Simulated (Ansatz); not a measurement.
# CH5FOSn (SMILES FC[O][SnH3]): HSE06/def2-SVP (core potential)

What is the energy change on altering one bond length of CH5FOSn at HSE06/def2-SVP (core potential)? 

Program for the calculation: Ansatz 0.2.0.

117 further runs of the same task are left out: 117 set aside as unsound or not needed. Runs told in other sessions of the task aren't counted.

### 1 Starting point

CH5FOSn has 9 atoms, charge 0, and is taken as a singlet. As SMILES, `FC[O][SnH3]`. Geometry: relaxed at PBE0-D4/def2-TZVP. This is one conformer, not always the lowest.

Bond lengths: F1–C2 1.398 Å, C2–O3 1.354 Å, O3–Sn4 1.991 Å, C2–H5 1.100 Å, C2–H6 1.095 Å, Sn4–H7 1.705 Å, Sn4–H8 1.700 Å, Sn4–H9 1.699 Å. Some angles: F1–C2–O3 110.7°, C2–O3–Sn4 118.4°, F1–C2–H5 105.2°, F1–C2–H6 106.7°, O3–C2–H5 113.4°, O3–C2–H6 109.7°, O3–Sn4–H7 106.3°, O3–Sn4–H8 101.6°, O3–Sn4–H9 108.3°, H5–C2–H6 110.9°.

### 2 The energy at HSE06/def2-SVP (core potential)

molecule.yaml reads:

```yaml
basis:
  gaussian: {orbitals: def2-SVP}
crystal:
  periodic: [false, false, false]
  atoms:
    - {symbol: F, position_ang: [-0.596800, 1.754200, 0.031500]}
    - {symbol: C, position_ang: [-1.291500, 0.566100, 0.277800]}
    - {symbol: O, position_ang: [-0.736000, -0.463400, -0.405000]}
    - {symbol: Sn, position_ang: [1.239300, -0.701500, -0.319700]}
    - {symbol: H, position_ang: [-1.258800, 0.434000, 1.369300]}
    - {symbol: H, position_ang: [-2.319100, 0.724600, -0.066100]}
    - {symbol: H, position_ang: [1.690100, -0.390300, 1.294800]}
    - {symbol: H, position_ang: [1.407800, -2.333100, -0.765300]}
    - {symbol: H, position_ang: [1.953500, 0.363100, -1.434400]}
hamiltonian: {xc: {name: HSE06}}
accuracy: high
output: {orbitals: {seedname: orbitals}}
```

Command:

```bash
ansatz run molecule.yaml --threads 1 --pin off --max-ram 3480MiB --events-out events.jsonl --progress --plain --runs-dir runs
```

Output:

```text
Warning: RAYON_NUM_THREADS=1 ignored (pool sized by the plan → 1); use --threads N
Functional definition: HSE06
  name "HSE06"
  parameter a = 0.25
  parameter omega = 0.11/bohr
  exchange = pbe_x - a*pbe_x_sr(omega) + a*exact_x_sr(omega)
  correlation = pbe_c
2278 factors; integrals over basis functions are off by at most 3.5e-9 eV
103 factors; integrals over basis functions are off by at most 1.4e-9 eV
mean field evaluation 1: about -11698.5661 eV, gradient 4.4e1 eV
mean field evaluation 2: about -11688.9461 eV, gradient 8.2e1 eV
mean field evaluation 4: about -11702.0844 eV, gradient 4.7e0 eV
mean field evaluation 8: about -11702.3045 eV, gradient 1.5e-1 eV
mean field evaluation 16: about -11702.3045 eV, gradient 1.7e-5 eV
mean field -11702.30453338 eV, -430.0517594949 hartree, gradient 4.2e-8 eV, S^2 0.000000; 0 other end points of the search recorded, 0 dependent functions left out
reference -11702.30453731 eV, -430.0517596391 hartree; 25, 25 occupied and 68, 68 virtual orbitals, 2278 factors
Total energy: -11702.30453731 eV, -430.0517596391 hartree
```

It took 14 s on 1 thread of Arm Neoverse V1, shared host; peak memory 0.36 GiB.

### 3 The distorted shape at the same level

in.yaml reads:

```yaml
crystal:
  periodic: [false, false, false]
  atoms:
    - symbol: F
      position_ang: [-1.453832, 0.476691, 1.369128]
    - symbol: C
      position_ang: [-2.148532, -0.711409, 1.615428]
    - symbol: O
      position_ang: [-1.593032, -1.740909, 0.932628]
    - symbol: Sn
      position_ang: [0.382268, -1.979009, 1.017928]
    - symbol: H
      position_ang: [-2.115832, -0.843509, 2.706928]
    - symbol: H
      position_ang: [-3.176132, -0.552909, 1.271528]
    - symbol: H
      position_ang: [0.833068, -1.667809, 2.632428]
    - symbol: H
      position_ang: [0.550768, -3.610609, 0.572328]
    - symbol: H
      position_ang: [1.953500, 0.363100, -1.434400]
basis:
  gaussian:
    orbitals: def2-SVP
accuracy: high
hamiltonian:
  xc: hse06
output: {orbitals: {seedname: orbitals}}
```

Command:

```bash
ansatz run in.yaml --threads 1 --pin off --max-ram 3480MiB --events-out events.jsonl --progress --plain --runs-dir runs
```

Output (excerpt; [...] marks lines left out):

```text
Warning: RAYON_NUM_THREADS=1 ignored (pool sized by the plan → 1); use --threads N
[... 6 set-up lines as earlier in the session ...]
2232 factors; integrals over basis functions are off by at most 7.2e-9 eV
110 factors; integrals over basis functions are off by at most 8.0e-10 eV
mean field evaluation 1: about -11692.7592 eV, gradient 4.6e1 eV
mean field evaluation 2: about -11673.1604 eV, gradient 9.0e1 eV
mean field evaluation 4: about -11697.8522 eV, gradient 6.5e0 eV
mean field evaluation 8: about -11697.9245 eV, gradient 4.1e-1 eV
mean field evaluation 16: about -11698.1042 eV, gradient 1.1e-3 eV
mean field -11698.10417941 eV, -429.8973993335 hartree, gradient 5.3e-8 eV, S^2 0.000000; 0 other end points of the search recorded, 0 dependent functions left out
reference -11698.10418359 eV, -429.8973994870 hartree; 25, 25 occupied and 68, 68 virtual orbitals, 2232 factors
Total energy: -11698.10418359 eV, -429.8973994870 hartree
```

Run time: 12 s. Hardware: 1 thread of Arm Neoverse V1, shared host; peak memory 0.35 GiB.

### 4 What came out

Level: HSE06/def2-SVP (core potential).

| quantity | value |
| --- | --- |
| first shape: total energy | -430.05176 Eh |
| first shape: HOMO energy | -7.44 eV |
| first shape: LUMO energy | -0.56 eV |
| first shape: HOMO–LUMO gap | 6.88 eV |
| distorted shape: total energy | -429.89740 Eh |
| distorted shape: HOMO energy | -5.93 eV |
| distorted shape: LUMO energy | -4.60 eV |
| distorted shape: HOMO–LUMO gap | 1.33 eV |
| energy change with the Sn4–H9 bond stretched from 1.699 to 3.737 Å | 4.200 eV |

One bond (distorted shape) is far stretched, which a spin-restricted single reference describes badly; a broken-symmetry solution may lie lower. With the Sn4–H9 bond stretched from 1.699 to 3.737 Å the energy rises by 4.20 eV (405 kJ/mol). The first shape isn't relaxed at this level, so the change isn't measured from a minimum. A restricted reference can't describe the breaking bond well at this length.
